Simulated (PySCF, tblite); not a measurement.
# C₄H₁₁BrSeSi: geometry, infrared bands and NMR shifts

What infrared bands and NMR shifts should C₄H₁₁BrSeSi (`CC(C)C[Se][SiH2]Br`) show?

Programs: tblite 0.8.0 and PySCF 2.14.0, with density-fitted response routines of our own. Each step states its level of theory. These are calculated values for one molecule in the gas phase, unless marked as measured. Atoms are numbered from 0 throughout.

### Step 1. The starting structure

18 atoms, charge 0, multiplicity 1; geometry from: force field or distance geometry start.

Bonds of the start (Å): C0–C1 1.52, C1–C2 1.48, C1–C3 1.50, C3–Se4 1.95, Se4–Si5 2.27, Si5–Br6 2.27, C0–H7 1.11, C0–H8 1.09, C0–H9 1.13, C1–H10 1.13, C2–H11 1.11, C2–H12 1.10, C2–H13 1.14, C3–H14 1.11, C3–H15 1.14, Si5–H16 1.46, Si5–H17 1.49.

### Step 2. Geometry optimisation with GFN2-xTB

What the job is given:

```
{"job": {"kind": "relax", "xc": "GFN2-xTB", "basis": "xTB"}, "charge": 0, "multiplicity": 1}
C     -0.823500     1.042200    -0.816200
C     -1.131900    -0.077500     0.163000
C     -2.318400    -0.807100    -0.339600
C      0.114700    -0.895100     0.300100
Se     1.505500     0.288000     0.980300
Si     3.096500     0.642700    -0.592600
Br     4.190000    -1.321000    -0.935100
H     -1.094100     2.035700    -0.404800
H      0.208200     0.953400    -1.145400
H     -1.475000     0.904900    -1.728000
H     -1.347400     0.328200     1.193800
H     -2.782100    -1.512500     0.378900
H     -2.085000    -1.274300    -1.310300
H     -3.089100    -0.006400    -0.580700
H      0.430200    -1.243300    -0.702400
H     -0.016900    -1.782500     1.001400
H      2.496100     1.097800    -1.849000
H      4.113500     1.633200    -0.154500
```

The run is started by

```bash
$ OMP_NUM_THREADS=1 python probes_run.py task.json out
```

One launch serves the whole session: the jobs run in the order shown.

What it wrote:

```text
step      E/eV     max force
  0    -631.69708    2.158
  1    -631.90655    0.944
  2    -631.96422    0.674
  3    -632.01687    0.599
  4    -632.05411    0.483
  5    -632.08146    0.437
  6    -632.10891    0.401
  7    -632.13085    0.404
  8    -632.14761    0.348
  9    -632.16271    0.331
 10    -632.17767    0.303
 11    -632.19167    0.276
 12    -632.20278    0.262
 13    -632.21233    0.240
 14    -632.22304    0.271
 15    -632.23221    0.268
 16    -632.23771    0.170
 17    -632.24107    0.138
 18    -632.24393    0.181
 19    -632.24676    0.137
 20    -632.24920    0.123
 21    -632.25134    0.115
 22    -632.25374    0.174
 23    -632.25632    0.180
 24    -632.25821    0.102
 25    -632.25934    0.080
 26    -632.26032    0.091
 27    -632.26155    0.142
 28    -632.26290    0.137
 29    -632.26392    0.079
 30    -632.26461    0.063
 31    -632.26534    0.079
 32    -632.26638    0.127
 33    -632.26768    0.137
 34    -632.26895    0.091
 35    -632.27004    0.084
 36    -632.27121    0.089
 37    -632.27275    0.113
 38    -632.27471    0.128
 39    -632.27709    0.131
 40    -632.28016    0.155
 41    -632.28457    0.191
 42    -632.29096    0.233
 43    -632.29887    0.241
 44    -632.30662    0.237
 45    -632.30218    0.484
 46    -632.31796    0.344
 47    -632.32398    0.162
 48    -632.33232    0.120
 49    -632.34434    0.556
 50    -632.35344    0.283
 51    -632.35888    0.176
 52    -632.36331    0.424
 53    -632.36973    0.140
 54    -632.37426    0.112
 55    -632.37984    0.119
 56    -632.38165    0.124
 57    -632.38483    0.120
 58    -632.38858    0.131
 59    -632.39206    0.137
 60    -632.39418    0.130
 61    -632.39586    0.110
 62    -632.39760    0.112
 63    -632.39940    0.134
 64    -632.40081    0.110
 65    -632.40192    0.084
 66    -632.40289    0.090
 67    -632.40391    0.079
 68    -632.40450    0.074
 69    -632.40506    0.064
 70    -632.40551    0.061
 71    -632.40608    0.075
 72    -632.40682    0.082
 73    -632.40772    0.085
 74    -632.40863    0.083
 75    -632.40938    0.066
 76    -632.40994    0.066
 77    -632.41043    0.066
 78    -632.41093    0.056
 79    -632.41137    0.050
 80    -632.41174    0.049
 81    -632.41209    0.050
 82    -632.41247    0.049
 83    -632.41283    0.045
 84    -632.41308    0.037
 85    -632.41325    0.038
 86    -632.41344    0.039
 87    -632.41375    0.059
 88    -632.41424    0.070
 89    -632.41479    0.057
 90    -632.41524    0.051
 91    -632.41557    0.051
 92    -632.41593    0.050
 93    -632.41648    0.061
 94    -632.41712    0.064
 95    -632.41774    0.066
 96    -632.41840    0.058
 97    -632.41926    0.071
 98    -632.42035    0.076
 99    -632.42136    0.064
100    -632.42213    0.072
101    -632.42282    0.072
102    -632.42388    0.086
103    -632.42562    0.126
104    -632.42763    0.142
105    -632.42880    0.123
106    -632.43069    0.090
107    -632.43181    0.080
108    -632.43263    0.077
109    -632.43383    0.064
110    -632.43467    0.050
111    -632.43518    0.047
112    -632.43582    0.051
113    -632.43647    0.056
114    -632.43705    0.039
115    -632.43743    0.033
116    -632.43767    0.039
117    -632.43788    0.035
118    -632.43813    0.040
119    -632.43844    0.046
120    -632.43881    0.048
121    -632.43938    0.053
122    -632.44026    0.064
123    -632.44108    0.071
124    -632.44214    0.076
125    -632.44013    0.141
126    -632.44328    0.076
127    -632.44384    0.058
128    -632.44485    0.097
129    -632.44622    0.055
130    -632.44703    0.064
131    -632.44907    0.105
132    -632.45016    0.097
133    -632.45298    0.140
134    -632.45674    0.152
135    -632.45950    0.148
136    -632.46239    0.096
137    -632.46374    0.070
138    -632.46471    0.050
139    -632.46529    0.052
140    -632.46570    0.047
141    -632.46601    0.037
142    -632.46622    0.037
143    -632.46641    0.037
144    -632.46661    0.037
145    -632.46685    0.034
146    -632.46713    0.040
147    -632.46745    0.046
148    -632.46780    0.042
149    -632.46823    0.042
150    -632.46871    0.041
151    -632.46918    0.052
152    -632.46967    0.072
153    -632.47026    0.081
154    -632.47103    0.071
155    -632.47186    0.070
156    -632.47257    0.067
157    -632.47305    0.054
158    -632.47343    0.041
159    -632.47378    0.033
160    -632.47409    0.028
161    -632.47435    0.031
162    -632.47466    0.037
163    -632.47504    0.044
164    -632.47556    0.043
165    -632.47612    0.060
166    -632.47685    0.071
167    -632.47765    0.076
168    -632.47856    0.066
169    -632.47911    0.052
170    -632.47953    0.041
171    -632.47973    0.031
172    -632.47981    0.038
173    -632.48000    0.019
174    -632.48007    0.016
175    -632.48015    0.013
176    -632.48020    0.012
177    -632.48025    0.011
178    -632.48028    0.012
179    -632.48031    0.010
```

Run time: 3.1 s. Hardware: 1 thread of Arm Neoverse N1, shared host; peak memory 0.18 GiB.

Step by step: (not every step is listed)

```csv
step,energy from step 0 (eV),largest force (eV/Å)
0,0.0000,2.1581
1,-0.2095,0.9439
2,-0.2671,0.6742
3,-0.3198,0.5986
4,-0.3570,0.4830
5,-0.3844,0.4369
6,-0.4118,0.4006
7,-0.4338,0.4041
8,-0.4505,0.3480
24,-0.5611,0.1024
40,-0.5831,0.1545
56,-0.6846,0.1241
72,-0.7097,0.0823
88,-0.7172,0.0701
104,-0.7305,0.1425
120,-0.7417,0.0484
136,-0.7653,0.0955
152,-0.7726,0.0720
168,-0.7815,0.0664
174,-0.7830,0.0159
175,-0.7831,0.0128
176,-0.7831,0.0124
177,-0.7832,0.0111
178,-0.7832,0.0119
179,-0.7832,0.0099
```

Close pairs (by a distance rule), those that changed most:

```csv
bond,before (Å),after (Å),change (Å)
Si5–Br6,2.274,2.221,-0.053
C2–H13,1.137,1.087,-0.050
C1–C2,1.481,1.528,+0.048
C3–H15,1.139,1.092,-0.047
C0–H9,1.129,1.089,-0.040
C3–Se4,1.949,1.983,+0.035
Si5–H17,1.486,1.453,-0.033
C1–H10,1.129,1.097,-0.032
```

The final coordinates are the input of the step that follows.

### Step 3. Infrared spectrum with GFN2-xTB

What the job is given:

```
{"job": {"kind": "ir", "xc": "GFN2-xTB", "basis": "xTB"}, "charge": 0, "multiplicity": 1}
C     -0.722364     0.951027    -1.089375
C     -1.057162     0.050336     0.094177
C     -2.202714    -0.895209    -0.266102
C      0.136993    -0.789075     0.529154
Se     1.640740     0.248888     1.300382
Si     2.951147     0.699968    -0.497242
Br     2.608926    -0.762034    -2.133730
H     -1.599016     1.519911    -1.389832
H      0.058921     1.662112    -0.821213
H     -0.386952     0.358493    -1.938797
H     -1.369246     0.676904     0.938556
H     -2.468705    -1.521995     0.582098
H     -1.914194    -1.537268    -1.095762
H     -3.080993    -0.325840    -0.560418
H      0.530469    -1.381386    -0.299407
H     -0.148010    -1.464742     1.338238
H      2.670922     1.988683    -1.116035
H      4.342478     0.527545    -0.115869
```

What it wrote:

```text
mode    cm-1     km/mol
  1      38.6      5.75
  2      47.6      1.48
  3      75.6      7.28
  4     107.8      6.99
  5     171.0      0.18
  6     183.7      0.13
  7     215.9      0.10
  8     258.5      0.64
  9     294.5      4.57
 10     352.3     28.98
 11     388.5      0.73
 12     424.7      0.12
 13     440.5     24.10
 14     463.2     57.76
 15     580.4      8.71
 16     617.2      0.19
 17     692.2    672.72
 18     765.3    268.36
 19     810.2      2.35
 20     877.0      3.67
 21     949.9      2.43
 22     977.3      4.95
 23     985.2      0.58
 24    1060.7     11.40
 25    1135.8      3.36
 26    1178.3      7.55
 27    1209.7      5.61
 28    1227.0     25.18
 29    1310.5      0.74
 30    1334.3      1.76
 31    1407.3      5.08
 32    1418.8      4.81
 33    1428.3      2.51
 34    1490.7      3.82
 35    1496.8      3.29
 36    1501.9      9.13
 37    1507.4      9.22
 38    2300.1    215.14
 39    2340.6    177.82
 40    2920.0     19.63
 41    2956.8     20.23
 42    2963.2     12.67
 43    3003.2     59.47
 44    3027.3     11.45
 45    3033.9     26.30
 46    3034.2     41.48
 47    3039.9     17.32
 48    3043.0     44.26
```

It took 1.4 s on 1 thread of Arm Neoverse N1, shared host; peak memory 0.18 GiB.

Which atoms move in the most intense modes:

```csv
cm⁻¹,km/mol,atoms
463,57.8,"H17 43 %, H16 41 %, Si5 14 %"
692,672.7,"H16 52 %, H17 41 %"
765,268.4,"H16 50 %, H17 47 %"
2300,215.1,H16 95 %
2341,177.8,H17 95 %
3003,59.5,H8 91 %
3034,41.5,"H12 70 %, H13 13 %"
3043,44.3,"H13 45 %, H7 40 %"
```

### Step 4. NMR shieldings: PBE0/pcSseg-1

Same as in step 3 but for these lines:

```diff
@@ -1,2 +1,2 @@
-{"job": {"kind": "ir", "xc": "GFN2-xTB", "basis": "xTB"}, "charge": 0, "multiplicity": 1}
+{"job": {"kind": "nmr", "xc": "PBE0", "basis": "pcSseg-1"}, "charge": 0, "multiplicity": 1}
 C     -0.722364     0.951027    -1.089375
```

Method: GIAO PBE0/pcSseg-1 NMR shielding, non-relativistic, gas phase.

What it wrote:

```text
coarse grid: 68992 points
cycle   1  E = -5422.8033537051  dE = -1.724e+00  |g| = 9.999e-01  |ddm| = 3.941e+00
cycle   2  E = -5422.8025869184  dE =  7.668e-04  |g| = 6.163e-01  |ddm| = 8.219e-01
cycle   3  E = -5422.8503788878  dE = -4.779e-02  |g| = 1.986e-01  |ddm| = 6.386e-01
cycle   4  E = -5422.8604376006  dE = -1.006e-02  |g| = 5.488e-02  |ddm| = 2.558e-01
cycle   5  E = -5422.8611224251  dE = -6.848e-04  |g| = 1.271e-02  |ddm| = 6.023e-02
cycle   6  E = -5422.8611613740  dE = -3.895e-05  |g| = 1.811e-03  |ddm| = 1.138e-02
cycle   7  E = -5422.8611618958  dE = -5.217e-07  |g| = 7.116e-04  |ddm| = 2.480e-03
final grid: 142000 points
cycle   8  E = -5422.8612027844  dE = -1.368e-07  |g| = 8.427e-04  |ddm| = 3.384e-03
cycle   9  E = -5422.8612027101  dE =  7.431e-08  |g| = 1.041e-03  |ddm| = 1.653e-03
cycle  10  E = -5422.8612029188  dE = -2.086e-07  |g| = 9.243e-05  |ddm| = 8.889e-04
cycle  11  E = -5422.8612029207  dE = -1.922e-09  |g| = 1.367e-05  |ddm| = 9.754e-05
cycle  12  E = -5422.8612029207  dE = -5.184e-11  |g| = 5.280e-06  |ddm| = 2.328e-05
converged SCF energy = -5422.8612029207

GIAO shielding tensors (ppm)
atom      isotropic    diamagn.    paramagn.     s11        s22        s33       span
  0 C      163.862     249.610     -85.748    151.748    156.247    183.591     31.843
  1 C      149.661     246.855     -97.194    136.837    147.466    164.680     27.843
  2 C      161.827     247.287     -85.461    144.966    151.933    188.581     43.615
  3 C      142.656     249.680    -107.024    110.749    144.897    172.323     61.574
  4 Se    1946.293    3001.472   -1055.179   1685.044   1828.606   2325.228    640.184
  5 Si     346.054     876.921    -530.868    279.999    364.215    393.946    113.947
  6 Br    2721.295    3126.146    -404.851   2564.421   2734.944   2864.519    300.098
  7 H       30.716      30.914      -0.198     25.769     28.063     38.317     12.548
  8 H       30.098      32.358      -2.259     25.417     31.797     33.081      7.664
  9 H       30.877      32.243      -1.366     25.704     31.407     35.520      9.816
 10 H       30.030      32.720      -2.690     25.494     29.318     35.277      9.783
 11 H       30.586      29.891       0.695     25.759     28.231     37.768     12.009
 12 H       30.918      30.387       0.531     26.811     29.913     36.030      9.218
 13 H       30.432      29.391       1.041     25.572     27.554     38.170     12.598
 14 H       28.886      32.711      -3.825     23.326     30.640     32.692      9.366
 15 H       28.932      32.296      -3.364     21.131     29.439     36.226     15.095
 16 H       25.518      27.498      -1.980     20.481     23.957     32.115     11.634
 17 H       25.693      26.248      -0.555     20.259     23.805     33.015     12.756
```

Wall time 1.7 min (1 thread of Arm Neoverse N1, shared host); peak memory 1 GiB.

The references, computed at this level on geometries of the same kind, shield at (ppm): 1H TMS 31.72, 13C TMS 186.9, 29Si TMS 349.2, 77Se Me2Se 1758, 79Br HBr 2622. Their shielding less the atom's gives the shift. The references are single molecules in the gas phase. Atoms listed in one row are averaged.

```csv
atoms,environment,σ (ppm),δ (ppm)
C3,sp3 CH2 bonded to Se,142.7,44.3
C1,sp3 CH,149.7,37.3
"C0, C2",methyl carbon,162.8,24.1
"H16, H17","hydrogen on a silicon bonded to Br, Se",25.61,6.11
"H14, H15",hydrogen on an sp3 CH2 bonded to Se,28.91,2.81
H10,hydrogen on an sp3 CH,30.03,1.69
"H7, H8, H9, H11, H12, H13",hydrogen on a methyl carbon,30.60,1.11
Se4,"selenium bonded to C, Si",1946,-188
Si5,"silicon bonded to Br, Se, 2 H",346.1,3.1
Br6,bromine bonded to Si,2721,-99
```

Charges from the same density, by scheme (e):

```csv
atoms,Mulliken,IAO,Hirshfeld,ESP fit
"C0, C2",-0.22,-0.42,-0.12,-0.69
C1,-0.35,-0.09,-0.02,0.70
C3,-0.25,-0.34,-0.07,-0.73
Se4,-0.34,-0.12,-0.04,-0.11
Si5,0.69,0.58,0.28,0.15
Br6,-0.37,-0.26,-0.09,-0.14
```

Mayer bond orders: C0–C1 1.03, C1–C2 1.03, C1–C3 0.97, C3–Se4 1.02, Se4–Si5 0.99, Si5–Br6 0.90.

### Step 5. Summary of results

| quantity | value |
| --- | --- |
| strongest single infrared mode (GFN2-xTB) | 692 cm⁻¹, 673 km/mol |
| zero-point energy (GFN2-xTB) | 87.3 kcal/mol |
| 13C shifts against TMS (PBE0/pcSseg-1, means over atoms taken as alike) | 44.3, 37.3, 24.1 ppm |
| 1H shifts against TMS (PBE0/pcSseg-1, means over atoms taken as alike) | 6.11, 2.81, 1.69, 1.11 ppm |
| 77Se shifts against Me2Se (PBE0/pcSseg-1) | -188 ppm |
| 29Si shifts against TMS (PBE0/pcSseg-1) | 3.1 ppm |
| 79Br shifts against HBr (PBE0/pcSseg-1) | -99 ppm |

**Reading.** The optimisation took 179 steps and gained 0.783 eV; among the close pairs (by a distance rule), Si5–Br6 changed most, from 2.274 to 2.221 Å. No mode is imaginary among the 48: a minimum at this level. The strongest single mode, at 692 cm⁻¹, moves mainly H16 and H17. Unscaled tight-binding wavenumbers are off by several per cent, some by more. Its intensities can rank the bands wrongly. At PBE0/pcSseg-1: Shielding is most anisotropic at Se4 (span 640 ppm, paramagnetic term -1055 ppm). Spin-orbit coupling is left out, which matters for shieldings and couplings at and beside the heavy atoms.
